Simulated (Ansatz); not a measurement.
# C2H5BClFO: the cost of one run

Computed with Ansatz 0.2.0, Gaussian basis. Level: the settings change from run to run.

## (1) The relaxed structure

The geometry comes from an earlier relaxation with PBE0-D4 in a triple-zeta def2 set; it is a stationary point, not always the lowest conformer.

SMILES `CC(Cl)OBF`, 11 atoms, charge 0, spin multiplicity 1.

Atoms are counted from 1 here; the program's logs count them from 0.

Bond lengths: C1–C2 1.501 Å, C1–H7 1.090 Å, C1–H8 1.092 Å, C1–H9 1.089 Å, C2–Cl3 1.798 Å, C2–O4 1.400 Å, C2–H10 1.090 Å, O4–B5 1.351 Å, B5–F6 1.326 Å, B5–H11 1.191 Å. Angles: C2–C1–H7 110.0°, C2–C1–H8 109.2°, C2–C1–H9 110.3°, H7–C1–H8 108.9°, H7–C1–H9 109.2°, H8–C1–H9 109.1°, C1–C2–Cl3 110.2°, C1–C2–O4 109.3°, C1–C2–H10 112.5°, Cl3–C2–O4 109.2°, Cl3–C2–H10 104.7°, O4–C2–H10 110.8°, C2–O4–B5 122.3°, O4–B5–F6 120.7°, O4–B5–H11 119.2°, F6–B5–H11 120.1°.

As a file:

```xyz
11

C     0.27759   -0.79063    1.39474
C     0.30294    0.23982    0.30309
Cl    1.98360    0.82025    0.03778
O    -0.18097   -0.32755   -0.88159
B    -0.76633    0.41231   -1.84875
F    -0.94133    1.71750   -1.69068
H     0.87998   -1.65302    1.10833
H    -0.75260   -1.11593    1.55674
H     0.66917   -0.37073    2.32066
H    -0.26110    1.13631    0.56150
H    -1.14555   -0.12534   -2.84132
```

## (2) B2GP-PLYP/aug-cc-pVTZ

Set apart from the defaults: relativity set to scalar.

Contents of in.yaml:

```yaml
crystal:
  periodic: [false, false, false]
  atoms:
    - {symbol: C, position_ang: [0.277585, -0.790627, 1.394738]}
    - {symbol: C, position_ang: [0.302944, 0.239824, 0.303086]}
    - {symbol: Cl, position_ang: [1.983597, 0.820249, 0.037777]}
    - {symbol: O, position_ang: [-0.180971, -0.327547, -0.881588]}
    - {symbol: B, position_ang: [-0.766326, 0.412306, -1.848746]}
    - {symbol: F, position_ang: [-0.941329, 1.717497, -1.690680]}
    - {symbol: H, position_ang: [0.879978, -1.653016, 1.108327]}
    - {symbol: H, position_ang: [-0.752605, -1.115928, 1.556744]}
    - {symbol: H, position_ang: [0.669173, -0.370728, 2.320657]}
    - {symbol: H, position_ang: [-0.261102, 1.136307, 0.561502]}
    - {symbol: H, position_ang: [-1.145547, -0.125338, -2.841317]}
basis:
  gaussian: {orbitals: aug-cc-pVTZ}
hamiltonian: {xc: {name: B2GP-PLYP}, pseudopotentials: {relativity: scalar}}
output: {forces: true}
```

On the command line:

```
ansatz run in.yaml --threads 4 --pin off --events-out ev --progress --plain --max-ram 10444MiB
```

**Question.** How long does this run take on 4 threads of Intel Xeon Platinum 8259CL at 2.50GHz, shared host, and how much memory does it need?

About 52 s, with a peak of 2.2 GiB.
